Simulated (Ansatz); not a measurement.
# FH₃MoN₂O: one species, many methods

The task here is to estimate one member of a computed series from the others.

Program: Ansatz 0.2.0, Gaussian basis. Level of theory: functionals in def2-TZVPP, the program's frozen cores in correlated methods. These are calculated values, not measurements.

Plan: LDA (SPW92), PBE-D4, revPBE-D4, BLYP-D4, r2SCAN-D4, B97M-V, PBE0-D4, B3LYP-D4, r2SCANh-D4, r2SCAN0-D4, HSE06-D4, BHLYP-D4, CAM-B3LYP-D4, LC-ωPBE, ωB97X-V, ωB97M-V, B2PLYP, PBE-QIDH; CCSD(T)/def2-SVP; CCSD(T)/def2-TZVPP; MP2/def2-QZVPP; extrapolation to the limit; RPA on PBE.

## The geometry

All runs share one geometry, relaxed beforehand with PBE0-D4 in a triple-zeta def2 set. Mo takes the def2 core potential; no spin-orbit term is included.

SMILES `[NH]=[Mo](=[NH])([OH])[F]`, 8 atoms, charge 0, spin multiplicity 1.

Atoms are counted from 1 here; the program's logs count them from 0.

Bond lengths: N1–Mo2 1.721 Å, N1–H6 1.011 Å, Mo2–N3 1.718 Å, Mo2–O4 1.884 Å, Mo2–F5 1.864 Å, N3–H7 1.010 Å, O4–H8 0.961 Å. Angles: Mo2–N1–H6 152.0°, N1–Mo2–N3 109.9°, N1–Mo2–O4 108.5°, N1–Mo2–F5 108.7°, N3–Mo2–O4 107.3°, N3–Mo2–F5 109.1°, O4–Mo2–F5 113.3°, Mo2–N3–H7 155.9°, Mo2–O4–H8 119.3°.

Coordinates:

```
atom    x (Å)    y (Å)    z (Å)
  N1  -1.0541   0.8923   0.5516
 Mo2   0.0847   0.0443  -0.4212
  N3   1.6362   0.0993   0.3140
  O4  -0.4324  -1.7649  -0.5070
  F5   0.1719   0.8672  -2.0912
  H6  -1.2995   1.4466   1.3610
  H7   2.3173   0.3657   1.0110
  H8  -1.3321  -2.0075  -0.2739
```

Set-up of the first run:

File in.yaml:

```yaml
crystal:
  periodic: [false, false, false]
  atoms:
    - {symbol: N, position_ang: [-1.054081, 0.892291, 0.551577]}
    - {symbol: Mo, position_ang: [0.084721, 0.044329, -0.421247]}
    - {symbol: N, position_ang: [1.636233, 0.099349, 0.314016]}
    - {symbol: O, position_ang: [-0.432362, -1.764925, -0.507026]}
    - {symbol: F, position_ang: [0.171868, 0.867235, -2.091219]}
    - {symbol: H, position_ang: [-1.299453, 1.446562, 1.361049]}
    - {symbol: H, position_ang: [2.317314, 0.365657, 1.010995]}
    - {symbol: H, position_ang: [-1.332140, -2.007498, -0.273945]}
basis:
  gaussian: {orbitals: def2-TZVPP}
hamiltonian: {xc: lda}
output: {orbitals: {seedname: orbitals}}
```

On the command line:

```sh
$ ansatz run in.yaml --threads 4 --pin off --events-out ev --progress --plain --max-ram 10444MiB
```

Steps of the session up to this table: LDA; PBE-D4 (GGA); revPBE-D4 (GGA); BLYP-D4 (GGA); r2SCAN-D4 (meta-GGA); B97M-V (meta-GGA); PBE0-D4 (hybrid); B3LYP-D4 (hybrid); r2SCANh-D4 (hybrid); r2SCAN0-D4 (hybrid); HSE06-D4 (hybrid); BHLYP-D4 (hybrid); CAM-B3LYP-D4 (range-separated); LC-ωPBE (range-separated); ωB97X-V (range-separated); ωB97M-V (range-separated); B2PLYP (double hybrid); PBE-QIDH (double hybrid).

One table of the session follows, with a row left open; its other results are not shown here.

It belongs to the step «Orbital energies across the functionals». 

| functional | HOMO (eV) | LUMO (eV) | gap (eV) |
| --- | --- | --- | --- |
| LDA (SPW92) | -6.93 | -2.63 | 4.30 |
| PBE-D4 | ? | ? | ? |
| revPBE-D4 | -6.65 | -2.31 | 4.35 |
| BLYP-D4 | -6.61 | -2.32 | 4.29 |
| r2SCAN-D4 | -7.04 | -2.35 | 4.69 |
| B97M-V | -7.08 | -2.30 | 4.78 |
| PBE0-D4 | -8.12 | -1.64 | 6.48 |
| B3LYP-D4 | -7.89 | -1.89 | 6.00 |
| r2SCANh-D4 | -7.56 | -2.06 | 5.50 |
| r2SCAN0-D4 | -8.34 | -1.62 | 6.73 |
| HSE06-D4 | -7.72 | -2.02 | 5.70 |
| BHLYP-D4 | -9.42 | -0.77 | 8.65 |
| CAM-B3LYP-D4 | -9.49 | -0.59 | 8.91 |
| LC-ωPBE | -10.80 | 0.58 | 11.39 |
| ωB97X-V | -10.45 | 0.51 | 10.97 |
| ωB97M-V | -10.37 | 0.45 | 10.83 |

Estimate the missing values for PBE-D4.

The run gave: HOMO (eV): -6.73; LUMO (eV): -2.40; gap (eV): 4.33. In the column «HOMO (eV)» it lies between LDA (SPW92) (-6.93) and revPBE-D4 (-6.65).
